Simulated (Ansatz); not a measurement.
Consider vertical spin-state energies of C2H3AlFN, SMILES C#[C][Al]([NH2])[F] (Ansatz's Python interface).

Script `c2h3alfn_spin.py`:
```python
"""Gap between spin states of C2H3AlFN at one geometry."""

import logging
import sys

import ansatz as az

logging.basicConfig(stream=sys.stdout, format="%(levelname)s:%(name)s:%(message)s")
log = logging.getLogger("calc")
log.setLevel(logging.INFO)

GEOMETRY = """
C    -0.92410    2.24490   -0.09010
C    -0.28350    1.30440   -0.01790
Al    0.80190   -0.27380    0.10560
N     0.10310   -1.98460    0.32400
F     2.62940   -0.13120    0.02470
H    -1.58110    3.16840   -0.17770
H     0.31280   -2.55110   -0.51300
H    -0.96640   -1.83410    0.28860
"""

c2h3alfn = az.Crystal.molecule()
for line in GEOMETRY.strip().splitlines():
    symbol, *xyz = line.split()
    c2h3alfn = c2h3alfn.atom(symbol, [float(v) for v in xyz])

setup = c2h3alfn.calculation()
setup = setup.basis(gaussian="6-31G*")
setup = setup.functional("r2scan")
setup = setup.scf(lower_state_search="off")
found = {}
for unpaired in [0, 2]:
    data = setup.spin("collinear", total=unpaired).run(threads=1).report
    s = unpaired / 2
    found[unpaired] = data["free_energy_ev"]
    log.info(f"2S+1 = {unpaired + 1}: E = {found[unpaired]:.5f} eV, <S^2> = {abs(data['mean_field']['state']['spin_squared']):.3f} (pure state {s * (s + 1):.2f})")
lowest = min(found, key=found.get)
for unpaired, e in found.items():
    log.info(f"multiplicity {unpaired + 1}: {96.485332 * (e - found[lowest]):.1f} kJ/mol above the lowest")
```

Which spin state is lowest at this geometry, and how far above lie the others?

In order: multiplicity 1 (+0.00 eV) and multiplicity 3 (+5.01 eV), all at the one geometry.

The output:

Running `python c2h3alfn_spin.py` prints:
```text
INFO:calc:2S+1 = 1: E = -12922.19684 eV, <S^2> = 0.000 (pure state 0.00)
INFO:calc:2S+1 = 3: E = -12917.18746 eV, <S^2> = 2.008 (pure state 2.00)
INFO:calc:multiplicity 1: 0.0 kJ/mol above the lowest
INFO:calc:multiplicity 3: 483.3 kJ/mol above the lowest
```

The settings weren't tested for convergence. The geometry is a force-field or estimated start, not a minimum of this method, and the basis set is short of its limit. All parts are taken at fixed geometry, without zero-point energy. It ran for 11 s on 1 thread of Arm Neoverse V2, on a shared host, peak memory 0.18 GiB.
